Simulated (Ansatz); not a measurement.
# C₂H₆GeO₂: a ladder of functionals and wavefunction methods

The task here is to estimate one member of a computed series from the others.

Program: Ansatz 0.2.0, Gaussian basis. Level of theory: functionals in def2-TZVPP, the program's frozen cores in correlated methods. These are calculated values, not measurements.

Plan: LDA (SPW92), PBE-D4, revPBE-D4, BLYP-D4, r2SCAN-D4, B97M-V, PBE0-D4, B3LYP-D4, r2SCANh-D4, r2SCAN0-D4, HSE06-D4, BHLYP-D4, CAM-B3LYP-D4, LC-ωPBE, ωB97X-V, ωB97M-V, B2PLYP, PBE-QIDH; CCSD(T)/def2-SVP; CCSD(T)/def2-TZVPP; MP2/def2-QZVPP; extrapolation to the limit; RPA on PBE.

## The geometry

All runs share one geometry, relaxed beforehand with PBE0-D4 in a triple-zeta def2 set.

11 atoms, charge 0, spin multiplicity 1.

Atoms are counted from 1 here; the program's logs count them from 0.

Bond lengths: C1–C2 1.497 Å, C1–H6 1.087 Å, C1–H7 1.092 Å, C1–H8 1.092 Å, C2–O3 1.209 Å, C2–O4 1.328 Å, O4–Ge5 1.834 Å, Ge5–H9 1.529 Å, Ge5–H10 1.534 Å, Ge5–H11 1.529 Å. Angles: C2–C1–H6 110.0°, C2–C1–H7 109.6°, C2–C1–H8 109.6°, H6–C1–H7 110.2°, H6–C1–H8 110.2°, H7–C1–H8 107.2°, C1–C2–O3 124.8°, C1–C2–O4 113.2°, O3–C2–O4 122.1°, C2–O4–Ge5 112.9°, O4–Ge5–H9 109.1°, O4–Ge5–H10 100.1°, O4–Ge5–H11 109.1°, H9–Ge5–H10 111.9°, H9–Ge5–H11 113.7°, H10–Ge5–H11 111.9°.

The first run:

Input file in.yaml:

```yaml
crystal:
  periodic: [false, false, false]
  atoms:
    - {symbol: C, position_ang: [-0.090474, -1.581416, 1.218867]}
    - {symbol: C, position_ang: [-0.290492, -0.567804, 0.135392]}
    - {symbol: O, position_ang: [-1.119195, -0.649998, -0.741095]}
    - {symbol: O, position_ang: [0.544505, 0.461457, 0.221681]}
    - {symbol: Ge, position_ang: [0.290166, 1.698243, -1.108113]}
    - {symbol: H, position_ang: [-0.791466, -2.402637, 1.093689]}
    - {symbol: H, position_ang: [0.935457, -1.952940, 1.189061]}
    - {symbol: H, position_ang: [-0.234364, -1.109004, 2.192449]}
    - {symbol: H, position_ang: [-1.116612, 2.283817, -0.984674]}
    - {symbol: H, position_ang: [1.370938, 2.720601, -0.735552]}
    - {symbol: H, position_ang: [0.566739, 1.042679, -2.461205]}
basis:
  gaussian: {orbitals: def2-TZVPP}
hamiltonian: {xc: lda}
output: {orbitals: {seedname: orbitals}}
```

Among the steps run: LDA; PBE-D4 (GGA); revPBE-D4 (GGA); BLYP-D4 (GGA); r2SCAN-D4 (meta-GGA); B97M-V (meta-GGA); PBE0-D4 (hybrid); B3LYP-D4 (hybrid); r2SCANh-D4 (hybrid); r2SCAN0-D4 (hybrid); HSE06-D4 (hybrid); BHLYP-D4 (hybrid); CAM-B3LYP-D4 (range-separated); LC-ωPBE-D4 (range-separated; the results give it without D4); ωB97X-V (range-separated); ωB97M-V (range-separated); B2PLYP (double hybrid); PBE-QIDH (double hybrid).

One table of the session follows, with a row left open; its other results are not shown here.

It belongs to the step «Orbital energies across the functionals». 

```
  functional  HOMO (eV)  gap (eV)
 LDA (SPW92)      -6.56      5.43
      PBE-D4      -6.36      5.48
   revPBE-D4      -6.28      5.50
     BLYP-D4          ?         ?
   r2SCAN-D4      -6.69      6.10
      B97M-V      -6.85      6.35
     PBE0-D4      -8.02      8.20
    B3LYP-D4      -7.76      7.68
  r2SCANh-D4      -7.32      7.15
  r2SCAN0-D4      -8.26      8.67
    HSE06-D4      -7.61      7.42
    BHLYP-D4      -9.64     10.65
CAM-B3LYP-D4      -9.50     10.64
     LC-ωPBE     -10.82     13.21
     ωB97X-V     -10.50     12.71
     ωB97M-V     -10.45     12.39
```

Estimate the missing values for BLYP-D4.

Worked estimate for «HOMO (eV)». Against the share of exact exchange, B3LYP-D4 (0.2, -7.76), BHLYP-D4 (0.5, -9.64) give a slope of -6.27 per unit share; at 0 the line stands at -6.51.

The run gave: HOMO (eV): -6.27; gap (eV): 5.50. In «HOMO (eV)» the line misses by -0.24.
